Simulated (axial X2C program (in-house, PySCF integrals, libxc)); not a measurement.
**A two-component session on VMg: properties at the nuclei**

Aim: properties at the nuclei of VMg, with spin–orbit coupling in the Hamiltonian from the start.

Computed with an in-house X2C program for linear molecules on PySCF integrals. Level: two-component X2C with atomic mean-field terms, V dyall-cv3z, Mg dyall-cv3z.

All values are calculated.

### 1 Input

Input file task.json:

```json
{"zs": [23, 12], "q": 0, "bas": ["dyall-cv3z", "dyall-cv3z"], "r0": 2.73, "levels": ["PBE0", "HF", "B3LYP", "BHandHLYP", "BP86"], "nst": 3}
```

Keys: zs atomic numbers; q charge; bas basis sets; r0 starting distance in Å; levels methods (HF also brings MP2); nst determinants followed.

The run is started by

```sh
> python soeom.py task.json out
```

Further steps of the session: Expectation values, lowest determinant; Expectation values, a higher determinant; Expectation values, a higher determinant.

Q: Predict the outcome of this session. Wanted: lowest determinant; Eeff magnitude; Ws magnitude V; A∥/gI V; qzz V; higher determinant (for each run or level that gives them).

The runs gave:

```
                                        quantity                                                      value
                              lowest determinant                    Ω = 5/2 (excess of +ω over −ω: ω = 5/2)
                    Eeff magnitude (GV/cm), PBE0                                                      0.077
                      Ws magnitude V (kHz), PBE0                                                     0.0168
                             A∥/gI V (MHz), PBE0                                                        236
                              qzz V (a.u.), PBE0                                                       0.99
                              higher determinant                    Ω = 1/2 (excess of +ω over −ω: ω = 1/2)
Eeff magnitude (GV/cm), PBE0, higher determinant                                                     0.0932
  Ws magnitude V (kHz), PBE0, higher determinant                                                     0.0931
         A∥/gI V (MHz), PBE0, higher determinant                                                        615
          qzz V (a.u.), PBE0, higher determinant                                                      -1.29
                              higher determinant  Ω = 9/2 (excess of +ω over −ω: ω = 1/2, ω = 3/2, ω = 5/2)
Eeff magnitude (GV/cm), PBE0, higher determinant                                                     0.0927
  Ws magnitude V (kHz), PBE0, higher determinant                                                     0.0103
         A∥/gI V (MHz), PBE0, higher determinant                                                        259
          qzz V (a.u.), PBE0, higher determinant                                                      -1.30
```

What this shows: In the first state, the effective field runs from 0.0404 to 0.123 GV/cm over the mean-field levels, so the levels don't agree on it. The expectation values come from single determinants, which for open shells can mix terms of unlike spin or miss the lowest Ω, so a determinant need not be a state. Eeff is the effective electric field on the electron dipole moment in this Ω state and Ws the scalar–pseudoscalar constant (defined with the proton number Z and per Ω); A∥ is the parallel hyperfine constant, which follows by multiplying with the nuclear g factor gI = μI/(I μN); qzz is the electric field gradient, eQq0 = 234.96 MHz × Q/barn × qzz; μ is positive if Mg is the positive end. The operators were transformed with the bare-nucleus X2C matrices. A second determinant lies within 0.1 eV of the first.
